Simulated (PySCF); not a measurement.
# C4H6N2Se: the cost of one run

Computed with PySCF 2.14.0 and routines of our own; the level stands in each step. Atoms count from 0.

### Step 1. The starting structure

13 atoms, charge 1, multiplicity 2; geometry from: GFN2-xTB.

### Step 2. Open-shell or spin-flip excitations: unrestricted TDDFT BHandHLYP/def2-SVPD

What the job is given:

```
{"job": {"kind": "uabs", "xc": "BHandHLYP", "basis": "def2-SVPD", "nstates": 10, "tda": false}, "charge": 1, "multiplicity": 2}
C     -2.027645    -0.457011    -0.122464
N     -0.666071    -0.116740    -0.045835
C      0.088932    -0.004840     0.955130
C      1.479379     0.368437     0.613583
Se     1.357169     0.458481    -1.381731
C      1.529623    -1.345629    -1.654910
N      1.637497    -2.471554    -1.818796
H     -2.465318    -0.642811     0.864253
H     -2.570633     0.352501    -0.614168
H     -2.133497    -1.352898    -0.738088
H     -0.222860    -0.157859     1.987880
H      1.766529     1.345620     1.009125
H      2.222507    -0.368171     0.928291
```

Level: unrestricted TDDFT BHandHLYP/def2-SVPD, vertical, gas phase, core orbitals frozen in the response.

Run with:

```console
$ OMP_NUM_THREADS=1 python excited_run.py task.json out
```

One launch serves the whole session: the jobs run in the order shown.

Q: Estimate the wall time and peak memory of this first job on 1 thread of AMD EPYC 7R43, shared host.

About 2.4 min, with a peak of 0.75 GiB.
